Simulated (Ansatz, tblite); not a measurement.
**The cluster Zr₂H₂O₅: removing and adding an electron**

Aim: the energy of removing and adding an electron for the cluster Zr₂H₂O₅, by energy differences, and how well orbital energies stand in for it.

Computed with Ansatz 0.2.0, Gaussian basis. Level: as each input shows.

The runs, in order: charge +1 doublet, at the geometry of the singlet (PBE0-D4/def2-TZVP, PBE-D4/def2-TZVP, LDA/def2-TZVP, CCSD(T)/def2-SVP); charge -1 doublet, at the geometry of the singlet (PBE0-D4/def2-TZVPD, PBE-D4/def2-TZVPD, LDA/def2-TZVPD); the starting singlet's energies come from earlier runs.

3 further runs of the same task are left out: 3 set aside as unsound or not needed.

### 1 The relaxed structure

The singlet was relaxed beforehand with B3LYP-D4/def2-SVP. At that level it is the lowest of the isomers that a small search found.

9 atoms, charge 0, spin multiplicity 1.

Atoms are counted from 1 here; the program's logs count them from 0.

Bond lengths: Zr1–O3 2.169 Å, Zr1–O4 2.169 Å, Zr1–O5 1.986 Å, Zr1–O6 1.771 Å, Zr2–O3 1.864 Å, Zr2–O4 1.864 Å, Zr2–O7 1.944 Å, O5–H9 0.962 Å, O7–H8 0.962 Å. Angles: O3–Zr1–O4 74.0°, O3–Zr1–O5 117.1°, O3–Zr1–O6 113.0°, O4–Zr1–O5 117.2°, O4–Zr1–O6 113.0°, O5–Zr1–O6 115.9°, O3–Zr2–O4 88.9°, O3–Zr2–O7 115.2°, O4–Zr2–O7 115.2°, Zr1–O3–Zr2 98.6°, Zr1–O4–Zr2 98.6°, Zr1–O5–H9 139.2°, Zr2–O7–H8 153.0°.

Geometry (Å):

```xyz
9
charge 0, multiplicity 1
Zr    0.1991   -1.2195   -0.0804
Zr    0.1932    1.8390   -0.2360
O    -0.5460    0.4543   -1.2406
O     0.9889    0.5646    0.8667
O     1.5018   -2.4276   -0.9679
O    -1.0608   -2.0123    0.8787
O    -1.0937    3.0034    0.6407
H    -1.8633    3.1673    1.1935
H     1.6808   -3.3692   -1.0547
```

Zr takes a core potential in the def2 sets. No spin-orbit coupling is included.

### 2 Charge +1 doublet at the fixed geometry, PBE0-D4/def2-TZVP

Contents of in.yaml:

```yaml
crystal:
  periodic: [false, false, false]
  atoms:
    - {symbol: Zr, position_ang: [0.199123, -1.219531, -0.080428]}
    - {symbol: Zr, position_ang: [0.193235, 1.839012, -0.236011]}
    - {symbol: O, position_ang: [-0.545986, 0.454287, -1.240556]}
    - {symbol: O, position_ang: [0.988881, 0.564565, 0.866656]}
    - {symbol: O, position_ang: [1.501788, -2.427550, -0.967950]}
    - {symbol: O, position_ang: [-1.060827, -2.012344, 0.878731]}
    - {symbol: O, position_ang: [-1.093654, 3.003439, 0.640730]}
    - {symbol: H, position_ang: [-1.863343, 3.167338, 1.193506]}
    - {symbol: H, position_ang: [1.680783, -3.369215, -1.054678]}
basis:
  gaussian: {orbitals: def2-TZVP}
total_charge: 1
magnetization: {spin_polarized: true, initial_magnetization: 1}
hamiltonian: {xc: pbe0, dispersion: d4}
scf: {omitted_lower_state_checks: [starts]}
output: {orbitals: {seedname: orbitals}}
```

On the command line:

```
ansatz run in.yaml --threads 4 --pin off --events-out ev --progress --plain --max-ram 4787MiB
```

Standard output:

```text
Functional definition: PBE0
  name "PBE0"
  cite "Adamo & Barone, J. Chem. Phys. 110, 6158 (1999) doi:10.1063/1.478522"
  cite "Perdew, Burke & Ernzerhof, Phys. Rev. Lett. 77, 3865 (1996) doi:10.1103/PhysRevLett.77.3865"
  parent pbe
  parameter a = 0.25
  parameter kappa = 0.804
  parameter beta = 0.06672455060314922
  exchange = (1 - a)*pbe_x(kappa = kappa, mu = beta*pi^2/3) + a*exact_x
  correlation = pbe_c(beta = beta)
these checks for a lower state are left out or cut short: starts
1641 factors; their error is unknown
mean field evaluation 1: about -12782.1558 eV, gradient 1.1e2 eV
mean field evaluation 2: about -12416.8222 eV, gradient 2.9e2 eV
mean field evaluation 4: about -12820.0049 eV, gradient 2.6e1 eV
mean field evaluation 8: about -12822.3149 eV, gradient 7.5e-1 eV
mean field evaluation 16: about -12822.3267 eV, gradient 1.7e-1 eV
mean field evaluation 32: about -12822.4344 eV, gradient 3.3e-6 eV
mean field -12822.43443172 eV, -471.2157740074 hartree, gradient 3.3e-6 eV, S^2 0.755794; 0 other end points of the search recorded, 0 dependent functions left out
reference -12822.43449620 eV, -471.2157763772 hartree; 33, 32 occupied and 214, 215 virtual orbitals, 1641 factors
Total energy: -12822.65217895 eV, -471.2237760705 hartree
Checks for a lower state left out: starts
```

Run time: 27 s. Hardware: 4 threads of Arm Neoverse V2, shared host; peak memory 1.4 GiB.

From the report: HOMO -13.26 eV, LUMO -10.93 eV (over both spins); ⟨S²⟩ 0.756 (pure: 0.75).

### 3 Charge +1 doublet at the fixed geometry, PBE-D4/def2-TZVP

start.molden holds the orbitals of an earlier run on this state, given as this run's starting guess.

Edit in.yaml of step 2 so:

```diff
@@ -13,6 +13,6 @@
 basis:
-  gaussian: {orbitals: def2-TZVP}
+  gaussian: {orbitals: def2-TZVP, initial_orbitals: start.molden}
 total_charge: 1
 magnetization: {spin_polarized: true, initial_magnetization: 1}
-hamiltonian: {xc: pbe0, dispersion: d4}
+hamiltonian: {xc: pbe, dispersion: d4}
 scf: {omitted_lower_state_checks: [starts]}
```

Same command.

Standard output:

```text
Functional definition: PBE
  name "PBE"
  cite "Perdew, Burke & Ernzerhof, Phys. Rev. Lett. 77, 3865 (1996) doi:10.1103/PhysRevLett.77.3865"
  parent pbe
  parameter kappa = 0.804
  parameter beta = 0.06672455060314922
  exchange = pbe_x(kappa = kappa, mu = beta*pi^2/3)
  correlation = pbe_c(beta = beta)
these checks for a lower state are left out or cut short: starts
1485 factors; their error is unknown
mean field evaluation 1: about -12824.4706 eV, gradient 8.7e0 eV
mean field evaluation 2: about -12824.8916 eV, gradient 2.3e0 eV
mean field evaluation 4: about -12824.9843 eV, gradient 3.1e-1 eV
mean field evaluation 8: about -12824.9803 eV, gradient 1.9e-1 eV
mean field evaluation 16: about -12824.9960 eV, gradient 1.1e-2 eV
mean field -12824.99595860 eV, -471.3099083839 hartree, gradient 3.9e-6 eV, S^2 0.756771; 0 other end points of the search recorded, 0 dependent functions left out
reference -12824.99604849 eV, -471.3099116875 hartree; 33, 32 occupied and 214, 215 virtual orbitals, 1485 factors
Total energy: -12825.24774975 eV, -471.3191615382 hartree
Checks for a lower state left out: starts
```

Run time: 20 s. Hardware: 4 threads of Arm Neoverse V2, shared host; peak memory 0.78 GiB.

Report: HOMO -11.88 eV, LUMO -11.73 eV (over both spins); ⟨S²⟩ 0.757 (pure: 0.75).

### 4 Charge +1 doublet at the fixed geometry, LDA/def2-TZVP

Edit in.yaml of step 3 so:

```diff
@@ -16,3 +16,3 @@
 magnetization: {spin_polarized: true, initial_magnetization: 1}
-hamiltonian: {xc: pbe, dispersion: d4}
+hamiltonian: {xc: lda}
 scf: {omitted_lower_state_checks: [starts]}
```

Same command.

Standard output:

```text
Functional definition: SPW92
  name "SPW92"
  cite "Dirac, Proc. Camb. Phil. Soc. 26, 376 (1930) doi:10.1017/S0305004100016108"
  cite "Slater, Phys. Rev. 81, 385 (1951) doi:10.1103/PhysRev.81.385"
  cite "Perdew & Wang, Phys. Rev. B 45, 13244 (1992) doi:10.1103/PhysRevB.45.13244"
  exchange = slater_x
  correlation = pw_c
these checks for a lower state are left out or cut short: starts
1485 factors; their error is unknown
mean field evaluation 1: about -12755.1783 eV, gradient 3.7e1 eV
mean field evaluation 2: about -12755.9767 eV, gradient 1.5e0 eV
mean field evaluation 4: about -12756.2541 eV, gradient 7.6e-1 eV
mean field evaluation 8: about -12756.2111 eV, gradient 2.8e0 eV
mean field evaluation 16: about -12756.2675 eV, gradient 7.7e-3 eV
mean field -12756.26749267 eV, -468.7841838469 hartree, gradient 2.9e-6 eV, S^2 0.754800; 0 other end points of the search recorded, 0 dependent functions left out
reference -12756.26757664 eV, -468.7841869329 hartree; 33, 32 occupied and 214, 215 virtual orbitals, 1485 factors
Total energy: -12756.26757664 eV, -468.7841869329 hartree
Checks for a lower state left out: starts
```

Run time: 9.5 s. Hardware: 4 threads of Arm Neoverse V2, shared host; peak memory 0.75 GiB.

Report: HOMO -12.07 eV, LUMO -12.13 eV (over both spins; with the spin held, an empty level of the minority spin lies below the top filled one); ⟨S²⟩ 0.755 (pure: 0.75).

### 5 Charge +1 doublet at the fixed geometry, CCSD(T)/def2-SVP

Edit in.yaml of step 4 so:

```diff
@@ -13,7 +13,7 @@
 basis:
-  gaussian: {orbitals: def2-TZVP, initial_orbitals: start.molden}
+  gaussian: {orbitals: def2-SVP, initial_orbitals: start.molden}
 total_charge: 1
 magnetization: {spin_polarized: true, initial_magnetization: 1}
-hamiltonian: {xc: lda}
-scf: {omitted_lower_state_checks: [starts]}
+correlation: {method: ccsd_t}
+scf: {omitted_lower_state_checks: [starts, cluster_reference]}
 output: {orbitals: {seedname: orbitals}}
```

The command is unchanged.

Standard output, shortened:

```text
Functional definition: HF
  name "HF"
  cite "Fock, Z. Phys. 61, 126 (1930) doi:10.1007/BF01340294"
  parent pbe
[...]
1400 factors; integrals over basis functions are off by at most 8.8e-4 eV
[...]
mean field -12742.96879995 eV, -468.2954659037 hartree, gradient 3.5e-6 eV, S^2 0.756488; 0 other end points of the search recorded, 0 dependent functions left out
5 core orbitals not correlated: weight in the atoms' cores, before any rotation towards them, 1.000 or more for the frozen orbitals, at most 0.000 for the correlated occupied ones
reference -12742.96879995 eV, -468.2954659037 hartree; 28, 27 occupied and 109, 110 virtual orbitals, 1400 factors
second order -37.60281745 eV of doubles, -0.00000000 eV of singles
cycle   1  -35.69239409 eV  change     1.9e0 eV  update   2.6e-1
[...]
cycle  40  -37.40734152 eV  change    5.3e-5 eV  update   4.3e-5
perturbative correction -1.43327512 eV, -0.0526718893 hartree
Total energy: -12781.80941659 eV, -469.7228322382 hartree
Checks for a lower state left out: starts, cluster_reference
```

It took 8.3 min on 4 threads of Arm Neoverse V2, shared host; peak memory 4.2 GiB.

Report: Hartree-Fock HOMO -17.25 eV, LUMO -5.28 eV (over both spins); ⟨S²⟩ 0.756 (pure: 0.75); T1 0.069. Doubts: large T1 diagnostic.

### 6 Vertical ionisation energy

Charged state less starting state, singlet to doublet; the starting state's energies are those of its earlier runs.

```
            level  vertical ionisation energy (eV)     time
     HF/def2-SVP†                            +7.31         
    LDA/def2-TZVP                            +9.26     11 s
 PBE-D4/def2-TZVP                            +8.96     22 s
PBE0-D4/def2-TZVP                            +9.11     31 s
    MP2/def2-SVP†                            +9.68         
   CCSD/def2-SVP†                            +9.00         
CCSD(T)/def2-SVP†                            +9.19  9.3 min
```

Times add the two runs; a level without a time comes out of a correlated run. † marks a level with a doubtful state (flagged, unstable, out of aufbau order, or strongly spin-contaminated); such levels are left out of the summary. CCSD(T)/def2-SVP is no safe reference here (large T1 diagnostic).

Beside −ε(HOMO) of the starting state:

```
            level  −ε(HOMO) (eV)  by difference (eV)  mismatch (eV)
    LDA/def2-TZVP           6.03                9.26          -3.23
 PBE-D4/def2-TZVP           5.80                8.96          -3.16
PBE0-D4/def2-TZVP           7.25                9.11          -1.85
```

### 7 Charge -1 doublet at the fixed geometry, PBE0-D4/def2-TZVPD

Edit in.yaml of step 5 so:

```diff
@@ -13,7 +13,7 @@
 basis:
-  gaussian: {orbitals: def2-SVP, initial_orbitals: start.molden}
-total_charge: 1
+  gaussian: {orbitals: def2-TZVPD}
+total_charge: -1
 magnetization: {spin_polarized: true, initial_magnetization: 1}
-correlation: {method: ccsd_t}
-scf: {omitted_lower_state_checks: [starts, cluster_reference]}
+hamiltonian: {xc: pbe0, dispersion: d4}
+scf: {omitted_lower_state_checks: [starts]}
 output: {orbitals: {seedname: orbitals}}
```

Same command.

Standard output, shortened:

```text
Functional definition: PBE0
  name "PBE0"
  cite "Adamo & Barone, J. Chem. Phys. 110, 6158 (1999) doi:10.1063/1.478522"
  cite "Perdew, Burke & Ernzerhof, Phys. Rev. Lett. 77, 3865 (1996) doi:10.1103/PhysRevLett.77.3865"
  parent pbe
[...]
1820 factors; their error is unknown
[...]
mean field -12833.54884826 eV, -471.6242212818 hartree, gradient 2.3e-5 eV, S^2 0.751536; 0 other end points of the search recorded, 0 dependent functions left out
reference -12833.54890160 eV, -471.6242232420 hartree; 34, 33 occupied and 264, 265 virtual orbitals, 1820 factors
Total energy: -12833.80475910 eV, -471.6336258316 hartree
Checks for a lower state left out: starts
```

Wall time 17 s (4 threads of Arm Neoverse V2, shared host); peak memory 1.1 GiB.

Report: HOMO -0.32 eV, LUMO 2.33 eV (over both spins); ⟨S²⟩ 0.752 (pure: 0.75).

### 8 Charge -1 doublet at the fixed geometry, PBE-D4/def2-TZVPD

Edit in.yaml of step 7 so:

```diff
@@ -13,6 +13,6 @@
 basis:
-  gaussian: {orbitals: def2-TZVPD}
+  gaussian: {orbitals: def2-TZVPD, initial_orbitals: start.molden}
 total_charge: -1
 magnetization: {spin_polarized: true, initial_magnetization: 1}
-hamiltonian: {xc: pbe0, dispersion: d4}
+hamiltonian: {xc: pbe, dispersion: d4}
 scf: {omitted_lower_state_checks: [starts]}
```

The command is unchanged.

Standard output:

```text
Functional definition: PBE
  name "PBE"
  cite "Perdew, Burke & Ernzerhof, Phys. Rev. Lett. 77, 3865 (1996) doi:10.1103/PhysRevLett.77.3865"
  parent pbe
  parameter kappa = 0.804
  parameter beta = 0.06672455060314922
  exchange = pbe_x(kappa = kappa, mu = beta*pi^2/3)
  correlation = pbe_c(beta = beta)
these checks for a lower state are left out or cut short: starts
1664 factors; their error is unknown
mean field evaluation 1: about -12835.5993 eV, gradient 8.6e0 eV
mean field evaluation 2: about -12835.8579 eV, gradient 2.6e-1 eV
mean field evaluation 4: about -12835.8491 eV, gradient 6.5e-3 eV
mean field -12835.84906323 eV, -471.7087526226 hartree, gradient 5.0e-5 eV, S^2 0.751318; 0 other end points of the search recorded, 0 dependent functions left out
reference -12835.84912967 eV, -471.7087550644 hartree; 34, 33 occupied and 264, 265 virtual orbitals, 1664 factors
Total energy: -12836.14460734 eV, -471.7196136684 hartree
Checks for a lower state left out: starts
```

Run time: 9.5 s. Hardware: 4 threads of Arm Neoverse V2, shared host; peak memory 0.59 GiB.

Report: HOMO 0.48 eV, LUMO 1.63 eV (over both spins); ⟨S²⟩ 0.751 (pure: 0.75). Doubts: highest occupied level lies above zero.

### 9 Charge -1 doublet at the fixed geometry, LDA/def2-TZVPD

Edit in.yaml of step 8 so:

```diff
@@ -16,3 +16,3 @@
 magnetization: {spin_polarized: true, initial_magnetization: 1}
-hamiltonian: {xc: pbe, dispersion: d4}
+hamiltonian: {xc: lda}
 scf: {omitted_lower_state_checks: [starts]}
```

Same command.

Standard output:

```text
Functional definition: SPW92
  name "SPW92"
  cite "Dirac, Proc. Camb. Phil. Soc. 26, 376 (1930) doi:10.1017/S0305004100016108"
  cite "Slater, Phys. Rev. 81, 385 (1951) doi:10.1103/PhysRev.81.385"
  cite "Perdew & Wang, Phys. Rev. B 45, 13244 (1992) doi:10.1103/PhysRevB.45.13244"
  exchange = slater_x
  correlation = pw_c
these checks for a lower state are left out or cut short: starts
1664 factors; their error is unknown
mean field evaluation 1: about -12766.8471 eV, gradient 3.7e1 eV
mean field evaluation 2: about -12767.5435 eV, gradient 1.2e0 eV
mean field evaluation 4: about -12767.5573 eV, gradient 1.6e-1 eV
mean field evaluation 8: about -12767.5574 eV, gradient 2.6e-5 eV
mean field -12767.55743379 eV, -469.1990815306 hartree, gradient 2.6e-5 eV, S^2 0.751309; 0 other end points of the search recorded, 0 dependent functions left out
reference -12767.55749243 eV, -469.1990836855 hartree; 34, 33 occupied and 264, 265 virtual orbitals, 1664 factors
Total energy: -12767.55749243 eV, -469.1990836855 hartree
Checks for a lower state left out: starts
```

Run time: 4.2 s. Hardware: 4 threads of Arm Neoverse V2, shared host; peak memory 0.56 GiB.

HOMO 0.41 eV, LUMO 1.29 eV (over both spins); ⟨S²⟩ 0.751 (pure: 0.75). Doubts: highest occupied level lies above zero.

### 10 Vertical electron affinity

Starting state less charged state (positive: the electron is bound), singlet to doublet; the starting state's energies are those of its earlier runs.

```
             level  vertical electron affinity (eV)   time
    LDA/def2-TZVPD                            +1.90  6.4 s
 PBE-D4/def2-TZVPD                            +1.80   14 s
PBE0-D4/def2-TZVPD                            +1.92   23 s
```

Times add the two runs; a level without a time comes out of a correlated run.

Beside −ε(LUMO) of the starting state:

```
             level  −ε(LUMO) (eV)  by difference (eV)  mismatch (eV)
    LDA/def2-TZVPD           4.03                1.90          +2.13
 PBE-D4/def2-TZVPD           3.86                1.80          +2.06
PBE0-D4/def2-TZVPD           3.21                1.92          +1.28
```

### 11 Results

| quantity | value |
| --- | --- |
| vertical ionisation energy, functionals in def2-TZVP | 8.96 (PBE-D4) to 9.26 eV (LDA) |
| vertical electron affinity, functionals in def2-TZVPD | 1.80 (PBE-D4) to 1.92 eV (PBE0-D4) |

In words: The vertical ionisation energy spans 8.96 to 9.26 eV over the functionals. −ε(HOMO) misses the level's own difference by -1.85 eV at best (PBE0-D4) and -3.23 eV at worst (LDA). The vertical electron affinity spans 1.80 to 1.92 eV over the functionals. −ε(LUMO) misses the level's own difference by +1.28 eV at best (PBE0-D4) and +2.13 eV at worst (LDA). The charged states' spins were chosen beforehand and needn't be their lowest.

The anion's highest level is positive in at least one run, so there the basis alone may hold the extra electron.
